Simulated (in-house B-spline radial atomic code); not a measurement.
# Au⁺: excited configurations

How much energy does it take to promote electrons of Au⁺ to other shells? Each configuration is solved by itself and compared with the reference.

Method: scalar-relativistic (spin-free one-electron X2C) M06-2X, spin-polarised, spherical density, exact exchange averaged over the configuration, Fermi nucleus, basis-set limit. Code: in-house B-spline radial atomic code version 1.

### Step 1. The system

* element: gold (Z = 79)
* charge: +1
* electrons: 78
* configuration: [Xe] 4f14 5d10
* Hamiltonian: scalar-relativistic (X2C)
* nucleus: Fermi, rms radius 5.437 fm

Outer shells as boxes (Hund's rule):

[Xe] 4f14 5d10
```
[Xe] core
4f [↑↓][↑↓][↑↓][↑↓][↑↓][↑↓][↑↓]
5d [↑↓][↑↓][↑↓][↑↓][↑↓]
```

Where spins are not typed, each open shell is filled with up spins first.

### Step 2. The base configuration

Input settings:

```ini
Z = 79
electrons = 78.0
configuration = [Xe] 4f14 5d10
hamiltonian = x2c
method = m062x
spin_polarised = True
nucleus = fermi
rms_radius = 5.4371
mass_number = 197
atomic_mass = 196.966570103
speed_of_light = 137.035999084
exact_exchange = averaged over the configuration
```

Run with:

```console
$ python run_scf.py task.json out
```

One command runs all members of the session, one after another, from task.json.

### Step 3. [Xe] 4f14 5d9 6d1

Settings: those of step 2 with these lines changed.

```diff
@@ -2,3 +2,3 @@
 electrons = 78.0
-configuration = [Xe] 4f14 5d10
+configuration = [Xe] 4f14 5d9 6d1
 hamiltonian = x2c
```

### Step 4. Run with [Kr] 4d10 4f14 5s2 5p5 5d10 6d1

Settings: those of step 3 with these lines changed.

```diff
@@ -2,3 +2,3 @@
 electrons = 78.0
-configuration = [Xe] 4f14 5d9 6d1
+configuration = [Kr] 4d10 4f14 5s2 5p5 5d10 6d1
 hamiltonian = x2c
```

### Step 5. Run with [Kr] 4d10 4f14 5s2 5p5 5d10 6s1

Settings: those of step 4 with these lines changed.

```diff
@@ -2,3 +2,3 @@
 electrons = 78.0
-configuration = [Kr] 4d10 4f14 5s2 5p5 5d10 6d1
+configuration = [Kr] 4d10 4f14 5s2 5p5 5d10 6s1
 hamiltonian = x2c
```

### Step 6. [Xe] 4f13 5d10 6p1

Settings: those of step 5 with these lines changed.

```diff
@@ -2,3 +2,3 @@
 electrons = 78.0
-configuration = [Kr] 4d10 4f14 5s2 5p5 5d10 6s1
+configuration = [Xe] 4f13 5d10 6p1
 hamiltonian = x2c
```

**Question.** How far above the reference does each configuration lie (order and size, in eV)?

**Answer**, as computed:

| net move | configuration | 2|M_S|+1 | energy above the reference (eV) | largest <r> (bohr) |
| --- | --- | --- | --- | --- |
| 5d → 6d | [Xe] 4f14 5d9 6d1 | 3 | 14.272 | 6.08 |
| 5p → 6s | [Kr] 4d10 4f14 5s2 5p5 5d10 6s1 | 3 | 59.972 | 2.54 |
| 5p → 6d | [Kr] 4d10 4f14 5s2 5p5 5d10 6d1 | 3 | 72.045 | 6.02 |
| 4f → 6p | [Xe] 4f13 5d10 6p1 | 3 | 89.806 | 3.42 |

**Reading.** The lowest of them is 5d → 6d at 14.272 eV and the highest 4f → 6p at 89.806 eV. 3 of them lie more than 60 % above minus the reference's highest level (18.715 eV), in the range where a state can decay by emitting an electron. The reference has 2|M_S|+1 = 1; 4 of the configurations differ from it in spin. These are spherical averages at the typed spins, not spectroscopic levels.

Members of this set that are not shown: 5 did not converge.
